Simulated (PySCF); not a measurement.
The system is AlSH3, in a box.

```xyz
5
Lattice="13.0000 0.0000 0.0000 0.0000 11.0000 0.0000 0.0000 0.0000 12.0000" Properties=species:S:1:pos:R:3 pbc="T T T"
Al    5.9079    5.4338    6.0822
S     7.6531    5.1550    7.3605
H     4.5423    4.8480    6.6150
H     6.0829    6.1940    4.7075
H     8.4837    5.7858    6.5129
```

Base run:

```yaml
Program: PySCF 2.14.0
Functional: CAM-B3LYP
Potentials_or_basis: cc-pvdz (all-electron)
k_mesh: 1 × 1 × 1
Occupations: fixed
Spin: no spin polarisation
```

Its results: gap between the frontier levels 8.67 eV.

Problem. After a change of settings the same cell gave: gap between the frontier levels 4.97 eV. Which change was it?
A. functional from CAM-B3LYP to N12
B. functional from CAM-B3LYP to rSCAN; dispersion from none to D3(BJ)
C. functional from CAM-B3LYP to HLE16

Solution. B.

Caveats: this is a molecule in a periodic box at the Γ point, so its band gap is the HOMO-LUMO gap; the basis of atomic orbitals isn't converged, which shifts pressures, moduli and gaps; these D3(BJ) parameters were fitted with the three-body term, which the run leaves out (some runs).

Runs at the PBE level aren't shown here.
